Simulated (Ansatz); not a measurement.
# WCl3F2: the cost of one run

Computed with Ansatz 0.2.0 (DFT PBE, scalar-relativistic, plane waves, PAW, unless a step names another level, unless a step's input says otherwise).

2 further runs of the same task are left out: 2 that didn't finish. Runs told in other sessions of the task aren't counted.

**1. The starting structure**

The structure is triclinic, space group P-1 (No. 2). The conventional cell has a = 6.150 Å, b = 7.518 Å, c = 8.498 Å, α = 103.58°, β = 98.80°, γ = 104.43°. Around W (site symmetry 1) lie 2 F at 1.85 Å and 4 Cl at 2.29 to 2.45 Å. Cl (site symmetry 1) has 1 W at 2.29 Å in its first shell of neighbours. Cl (site symmetry 1) has 2 W at 2.45 Å in its first shell of neighbours. F (site symmetry 1) is surrounded by 1 W at 1.85 Å.

As a file:

```
CELL_PARAMETERS angstrom
6.14941 -0.03354 0.00552
-1.83340 7.29054 0.00487
-1.32007 -2.39531 8.04612
ATOMIC_POSITIONS crystal
W 0.07486 0.16689 0.16069
W 0.92514 0.83311 0.83931
Cl 0.98119 0.22242 0.41498
Cl 0.32875 0.47017 0.25131
Cl 0.20845 0.14868 0.90135
Cl 0.01881 0.77758 0.58502
Cl 0.67125 0.52983 0.74869
Cl 0.79155 0.85132 0.09865
F 0.83684 0.24154 0.06067
F 0.29421 0.05020 0.21966
F 0.16316 0.75846 0.93933
F 0.70579 0.94980 0.78034
```

It came out lowest among 23 distinct ends of the trial cells. At a tolerance of 0.02 Å it has space group P-1 (No. 2).

**2. Kick test: the unmoved cell on a coarse mesh**

Input file input.yaml:

```yaml
crystal:
  lattice:
    - [6.1494080321, -0.0335372555, 0.0055192368]
    - [-1.8333977599, 7.290537337, 0.0048650336]
    - [-1.3200687385, -2.3953057431, 8.0461161913]
  atoms:
    - { symbol: W, position: [0.0748632502, 0.1668856364, 0.1606915889] }
    - { symbol: W, position: [0.9251367498, 0.8331143636, 0.8393084111] }
    - { symbol: Cl, position: [0.9811898383, 0.2224207599, 0.4149835314] }
    - { symbol: Cl, position: [0.328745664, 0.4701695892, 0.2513145316] }
    - { symbol: Cl, position: [0.2084537261, 0.1486767514, 0.9013502352] }
    - { symbol: Cl, position: [0.0188101617, 0.7775792401, 0.5850164686] }
    - { symbol: Cl, position: [0.671254336, 0.5298304108, 0.7486854684] }
    - { symbol: Cl, position: [0.7915462739, 0.8513232486, 0.0986497648] }
    - { symbol: F, position: [0.8368430572, 0.2415376726, 0.0606736856] }
    - { symbol: F, position: [0.2942115449, 0.0502002431, 0.2196631467] }
    - { symbol: F, position: [0.1631569428, 0.7584623274, 0.9393263144] }
    - { symbol: F, position: [0.7057884551, 0.9497997569, 0.7803368533] }
basis:
  ecutwfc: 420
kpoints:
  mp_grid: { grid: [2, 2, 2] }
hamiltonian:
  xc: pbe
scf:
  occupations: { method: gaussian, width: 0.1 }
  lower_state_search: "off"
output:
  forces: true
  stress: true
  eigenvalues: true
```

Run with:

```bash
$ ansatz run input.yaml --threads 1 --pin off --max-ram 2560MiB --backend cpu --events-out ev --progress --plain --runs-dir out
```

What time and memory should one allow on 1 thread of Intel Xeon Platinum 8488C (Sapphire Rapids), shared host?

About 6.5 s, with a peak of 0.62 GiB.
